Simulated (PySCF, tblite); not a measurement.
# C₆H₉ClGeO₂: geometry, infrared bands and NMR shifts

Wanted: the infrared bands and NMR shifts of C₆H₉ClGeO₂ (`O=C1CC=[CH][GeH2][O][C@@H]1CCl`), by calculation.

The runs use tblite 0.8.0 and PySCF 2.14.0, with density-fitted response routines of our own; the level of theory stands in each step. All values are computed, except where a source is named. Atoms are numbered from 0 throughout.

**1. The starting structure**

19 atoms, charge 0, multiplicity 1; geometry from: force field or distance geometry start.

Bonds of the start (Å): O0–C1 1.24, C1–C2 1.45, C2–C3 1.50, C3–C4 1.32, C4–Ge5 1.90, Ge5–O6 1.78, O6–C7 1.40, C7–C8 1.52, C8–Cl9 1.76, C7–C1 1.48, C2–H10 1.10, C2–H11 1.11, C3–H12 1.08, C4–H13 1.10, Ge5–H14 1.55, Ge5–H15 1.54, C7–H16 1.10, C8–H17 1.12, C8–H18 1.09.

**2. Optimising the geometry with GFN2-xTB**

What the job is given:

```
{"job": {"kind": "relax", "xc": "GFN2-xTB", "basis": "xTB"}, "charge": 0, "multiplicity": 1}
O      1.319300     0.023500     1.676400
C      0.701900     0.380800     0.668000
C     -0.043600     1.615900     0.830500
C     -1.429100     1.522700     0.258900
C     -2.089100     0.486600    -0.218900
Ge    -1.625200    -1.342000    -0.468800
O      0.107000    -1.664500    -0.187600
C      0.888600    -0.543700    -0.469000
C      2.365300    -0.904800    -0.484000
Cl     2.819100    -1.679900     1.026900
H      0.512200     2.447400     0.372700
H     -0.124700     1.820400     1.921500
H     -1.964300     2.463800     0.289200
H     -3.102100     0.737600    -0.567900
H     -2.459900    -2.145000     0.555700
H     -2.087100    -1.766600    -1.869900
H      0.627800    -0.114500    -1.445600
H      2.893200     0.087800    -0.499600
H      2.681000    -1.416300    -1.396000
```

Launch:

```
OMP_NUM_THREADS=1 python probes_run.py task.json out
```

The driver reads the jobs from task.json and runs them one after another.

**Question.** This job is followed by: GFN2-xTB harmonic vibrations, gas phase; GIAO PBE0/pcSseg-1 NMR shielding, non-relativistic, gas phase. What will the session give for the following? strongest single infrared mode (GFN2-xTB); zero-point energy (GFN2-xTB); 13C shifts against TMS (PBE0/pcSseg-1); 1H shifts against TMS (PBE0/pcSseg-1); 17O shifts against H2O (PBE0/pcSseg-1); 73Ge shifts against GeMe4 (PBE0/pcSseg-1); 35Cl shifts against HCl (PBE0/pcSseg-1); surface potential, 1st and 99th percentile.

The runs gave:

| quantity | value |
| --- | --- |
| strongest single infrared mode (GFN2-xTB) | 1962 cm⁻¹, 540 km/mol |
| zero-point energy (GFN2-xTB) | 83.1 kcal/mol |
| 13C shifts against TMS (PBE0/pcSseg-1) | 209.7, 144.6, 141.0, 86.6, 53.0, 44.1 ppm |
| 1H shifts against TMS (PBE0/pcSseg-1) | 6.68, 6.59, 5.94, 5.47, 4.72, 4.52, 4.48, 3.65, 3.08 ppm |
| 17O shifts against H2O (PBE0/pcSseg-1) | 627.3, 37.6 ppm |
| 73Ge shifts against GeMe4 (PBE0/pcSseg-1) | -32 ppm |
| 35Cl shifts against HCl (PBE0/pcSseg-1) | 80 ppm |
| surface potential, 1st and 99th percentile | -1.46 V and 1.27 V |

In words: Over 200 steps the energy fell by 1.723 eV; of the close pairs, C1–C7 changed most, 1.477 to 1.537 Å. All 51 modes are real, so the xTB geometry is a minimum. The strongest single mode, at 1962 cm⁻¹, moves mainly H15. Unscaled tight-binding wavenumbers are off by several per cent, some by more. Its intensities can rank the bands wrongly. The most deshielded carbon is C1 (ketone carbonyl carbon), at 209.7 ppm: low-lying n→π* states of the double bond to the heteroatom give a large paramagnetic term (-274 ppm). At PBE0/pcSseg-1: Shielding is most anisotropic at O0 (span 1172 ppm, paramagnetic term -690 ppm). By nearest atom (PBE0/pcSseg-1), the HOMO sits on O0 35 %; O6 12 % and the LUMO on C1 33 %; O0 22 %. Spin-orbit coupling is left out, which matters for shieldings and couplings at and beside the heavy atoms.
